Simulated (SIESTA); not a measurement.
**In: density of states with vdW-DF2**

The system is In, a slab with vacuum.

```xyz
5
Lattice="3.3638 0.0000 0.0000 -1.6819 2.9132 0.0000 0.0000 0.0000 25.7997" Properties=species:S:1:pos:R:3 pbc="T T T"
In    0.0000    0.0000    7.5000
In    0.0000    1.9421   10.1999
In    0.0000    0.0000   12.8999
In    1.6819    0.9711   15.5998
In    0.0000    0.0000   18.2997
```

| Property | Result |
| --- | --- |
| Program | SIESTA 5.4.2 |
| Task | density of states |
| Functional | vdW-DF2 |
| Potentials or basis | PseudoDojo 0.5 standard (PBE files) |
| Basis | TZP (energy shift 0.003 Ry; two zetas on semicore shells) |
| Grid cutoff | 500 Ry |
| Energy shift | 0.003 Ry |
| k mesh | 9 × 9 × 1 |
| Occupations | fermi-dirac, width 0.05 eV |
| Spin | no spin polarisation |
| dipole correction | yes |
| broadening (eV) | 0.05 eV |
| window from (eV) | -25 eV |
| window to (eV) | 5 eV |
| energy points | 201 |
| k mesh for the DOS | 14 × 14 × 1 |

```
Largest force          : 0.524 eV/Å
Band gap on the k mesh : none (metal or under the smearing width)
```

Forces on the atoms (eV/Å):
```
In   0.000  0.000 -0.524
In   0.000  0.000  0.073
In   0.000  0.000  0.000
In   0.000  0.000 -0.073
In   0.000  0.000  0.524
```

Levels at points of the mesh, in eV from the Fermi level:
```csv
k point,band 28,band 29,band 30,band 31,band 32,band 33,band 34,band 35,band 36,band 37
"(0.00, 0.00, 0.00)",-7.85,-6.61,-5.17,-2.42,-0.61,1.49,3.49,4.97,6.82,8.08
```

States per cell in windows of 1 eV (zero at the Fermi level; states under -8 eV left out):
| from (eV) | total | In_p | In_s | In_d |
| --- | --- | --- | --- | --- |
| -8.0 | 1.08 | 0.15 | 0.81 | 0.12 |
| -7.0 | 1.43 | 0.28 | 1.00 | 0.15 |
| -6.0 | 2.01 | 0.45 | 1.44 | 0.13 |
| -5.0 | 1.73 | 0.37 | 1.30 | 0.07 |
| -4.0 | 1.99 | 0.44 | 1.48 | 0.06 |
| -3.0 | 1.37 | 0.54 | 0.81 | 0.02 |
| -2.0 | 1.35 | 1.17 | 0.16 | 0.02 |
| -1.0 | 3.42 | 2.85 | 0.47 | 0.10 |
| 0.0 | 2.76 | 2.19 | 0.36 | 0.21 |
| 1.0 | 2.63 | 2.06 | 0.23 | 0.35 |
| 2.0 | 3.48 | 2.63 | 0.26 | 0.60 |
| 3.0 | 2.79 | 1.91 | 0.15 | 0.73 |
| 4.0 | 3.05 | 2.12 | 0.09 | 0.85 |

Run time: 3.9 min on 1 thread of Arm Neoverse V2, with other jobs on the host, peak memory 0.79 GiB.

Caveat: the potentials were made for another functional, which shifts forces and pressure; the basis of atomic orbitals isn't converged, which shifts pressures, moduli and gaps.
